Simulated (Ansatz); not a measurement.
# BiPt3: the cost of one run

Method: DFT PBE, scalar-relativistic, plane waves, PAW, in Ansatz 0.2.0.

## (1) The starting structure

It takes space group I4/mmm (No. 139, tetragonal). The conventional cell has a = 4.093 Å, b = 4.093 Å, c = 8.732 Å, α = 90.00°, β = 90.00°, γ = 90.00°. Around Bi (site symmetry 4/mmm) lie 12 Pt at 2.89 to 2.99 Å. Pt (site symmetry -4m2) is surrounded by 8 Pt at 2.89 to 2.99 Å and 4 Bi at 2.99 Å. Pt (site symmetry 4/mmm) has 4 Bi at 2.89 Å and 8 Pt at 2.99 Å as nearest neighbours.

Structure file:

```xyz
4
Lattice="-2.0463 2.0463 4.3658 2.0463 -2.0463 4.3658 2.0463 2.0463 -4.3658" Properties=species:S:1:pos:R:3 pbc="T T T"
Bi    0.0000    0.0000    0.0000
Pt    0.0000    2.0463    2.1829
Pt    2.0463    0.0000    2.1829
Pt    0.0000    0.0000    4.3658
```

This is candidate A: structure listed in a database for this formula (I4/mmm, No. 139).

(A quick probe on a coarse mesh, which set the mesh and smearing, is not shown.)

## (3) Relaxing cell and atoms (candidate A)

The input, input.yaml:

```yaml
crystal:
  lattice:
    - [-2.046279, 2.046279, 4.365829]
    - [2.046279, -2.046279, 4.365829]
    - [2.046279, 2.046279, -4.365829]
  atoms:
    - { symbol: Bi, position: [0.0, 0.0, 0.0] }
    - { symbol: Pt, position: [0.75, 0.25, 0.5] }
    - { symbol: Pt, position: [0.25, 0.75, 0.5] }
    - { symbol: Pt, position: [0.5, 0.5, 0.0] }
basis:
  ecutwfc: 420
kpoints:
  mp_grid: { grid: [16, 16, 16] }
hamiltonian:
  xc: pbe
scf:
  occupations: { method: gaussian, width: 0.1 }
output:
  forces: true
  stress: true
  eigenvalues: true
relax:
  adjacent_minimum: "off"
  f_tol: 0.01
  max_steps: 80
  cell: { stress_tol: 0.05 }
```

Started as:

```sh
$ ansatz run input.yaml --threads 1 --pin off --max-ram 2560MiB --backend cpu --events-out ev --progress --plain --runs-dir out
```

What time and memory should one allow on 1 thread of Arm Neoverse V1, shared host?

About 5.1 min, with a peak of 0.94 GiB.
